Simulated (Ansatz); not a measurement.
# SnPIr: the cost of one run

Method: reference: DFT r2SCAN, plane waves, PAW, scalar-relativistic, no spin polarisation, in Ansatz 0.2.0.

1 further run of the same task is left out (it didn't finish).

## (1) The structure to begin with

Symmetry: P4/nmm, No. 129, tetragonal system. The conventional cell has a = 3.699 Å, b = 3.699 Å, c = 7.587 Å, α = 90.00°, β = 90.00°, γ = 90.00°. Around Ir (site symmetry 4mm) lie 5 P at 2.53 to 2.62 Å and 1 Sn at 2.87 Å. Sn (site symmetry 4mm) has 1 P at 2.18 Å as nearest neighbours. P (site symmetry 4mm) is surrounded by 1 Sn at 2.18 Å and 5 Ir at 2.53 to 2.62 Å.

As a file:

```
Ir Sn P
1.0
     3.69860    0.00000    0.00000
     0.00000    3.69860    0.00000
     0.00000    0.00000    7.58662
Ir Sn P
2 2 2
Direct
  0.25000 0.25000 0.67362
  0.75000 0.75000 0.32638
  0.25000 0.25000 0.05160
  0.75000 0.75000 0.94840
  0.25000 0.25000 0.33950
  0.75000 0.75000 0.66050
```

## (2) The reference run

Contents of input.yaml:

```yaml
crystal:
  lattice:
    - [3.698603, 0.0, 0.0]
    - [0.0, 3.698603, 0.0]
    - [0.0, 0.0, 7.586625]
  atoms:
    - { symbol: Ir, position: [0.25, 0.25, 0.67362] }
    - { symbol: Ir, position: [0.75, 0.75, 0.32638] }
    - { symbol: Sn, position: [0.25, 0.25, 0.0516] }
    - { symbol: Sn, position: [0.75, 0.75, 0.9484] }
    - { symbol: P, position: [0.25, 0.25, 0.3395] }
    - { symbol: P, position: [0.75, 0.75, 0.6605] }
  symmetry: { tolerance: 0.0003 }
kpoints:
  mp_grid: { grid: [5, 5, 3], shift: [0, 0, 0] }
magnetization:
  spin_polarized: false
scf:
  occupations: { method: fermi_dirac }
hamiltonian:
  pseudopotentials: { kind: paw }
  xc: r2scan
basis:
  ecutwfc: 500
output:
  forces: true
  stress: true
  eigenvalues: true
  write_density: true
  write_potential: true
  elf: true
  volumetric_format: npy
```

The run is started by

```sh
ansatz run input.yaml --threads 1 --pin off --max-ram 2560MiB --backend cpu --events-out ev --progress --plain --runs-dir out
```

**Question.** How long does this run take on 1 thread of Intel Xeon 6975P-C (Granite Rapids), shared host, and how much memory does it need?

About 6.4 s, with a peak of 0.6 GiB.
